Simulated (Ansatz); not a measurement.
# HOSe: the cost of one run

Method: single points in def2-TZVPP; program: Ansatz 0.2.0, Gaussian basis.

Cores are frozen in the correlated methods. Filled d shells of the heavier atoms are correlated.

## (1) Where the work starts

SMILES `[OH+]=[Se]`, 3 atoms, charge 1, spin multiplicity 1.

Atoms are counted from 1 here; the program's logs count them from 0.

Bond lengths: O1–Se2 1.745 Å, O1–H3 0.960 Å. Angles: Se2–O1–H3 103.2°.

Coordinates:

```xyz
3

O     0.0666   -0.5310   -0.0162
Se    0.6882    1.0202    0.4872
H    -0.7577   -0.3050   -0.4540
```

## (2) PBE-D4/def2-TZVPP

Contents of run/in.yaml:

```yaml
crystal:
  periodic: [false, false, false]
  atoms:
    - {symbol: O, position_ang: [0.066640, -0.531000, -0.016235]}
    - {symbol: Se, position_ang: [0.688190, 1.020169, 0.487193]}
    - {symbol: H, position_ang: [-0.757730, -0.304987, -0.454026]}
basis:
  gaussian: {orbitals: def2-TZVPP}
total_charge: 1
hamiltonian: {xc: pbe, dispersion: d4}
output: {forces: true}
```

Command:

```console
$ ansatz run in.yaml --threads 2 --pin off --events-out ev --progress --plain --max-ram 3481MiB
```

**Question.** How long does this run take on 2 threads of AMD EPYC 7B13, shared host, and how much memory does it need?

About 1.2 s, with a peak of 0.14 GiB.
